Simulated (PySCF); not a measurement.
# C5H9O2: the cost of one run

Computed with PySCF 2.14.0 and routines of our own; the level stands in each step. Atoms count from 0.

### Step 1. The starting structure

16 atoms, charge 0, multiplicity 2; geometry from: GFN2-xTB.

### Step 2. Open-shell or spin-flip excitations: unrestricted TDA wB97X-D/def2-SVPD

The job: settings as JSON, then the geometry in Å.

```
{"job": {"kind": "uabs", "xc": "wB97X-D", "basis": "def2-SVPD", "nstates": 10, "tda": true}, "charge": 0, "multiplicity": 2}
C     -1.598234     1.053788    -0.004431
C     -0.893816    -0.229521     0.220784
C     -1.630125    -1.511121     0.372423
O      0.454272    -0.356632     0.265960
C      1.353176     0.638734     0.151659
C      2.750246     0.082053     0.275865
O      1.084435     1.809371    -0.012708
H     -1.320170     1.798312     0.743590
H     -1.338535     1.485755    -0.974168
H     -2.671128     0.886939     0.035060
H     -2.206608    -1.741039    -0.527254
H     -0.929178    -2.320857     0.555584
H     -2.336998    -1.457694     1.203250
H      2.760908    -0.976136     0.033633
H      3.417058     0.631537    -0.382771
H      3.097097     0.215454     1.299596
```

With the program's defaults for keys left out, this is: unrestricted TDA wB97X-D/def2-SVPD, vertical, gas phase, core orbitals frozen in the response.

Command:

```
$ OMP_NUM_THREADS=1 python excited_run.py task.json out
```

The driver reads the jobs from task.json and runs them one after another.

Q: Estimate the wall time and peak memory of this first job on 1 thread of Intel Xeon Platinum 8488C, shared host.

About 90 s, with a peak of 0.82 GiB.
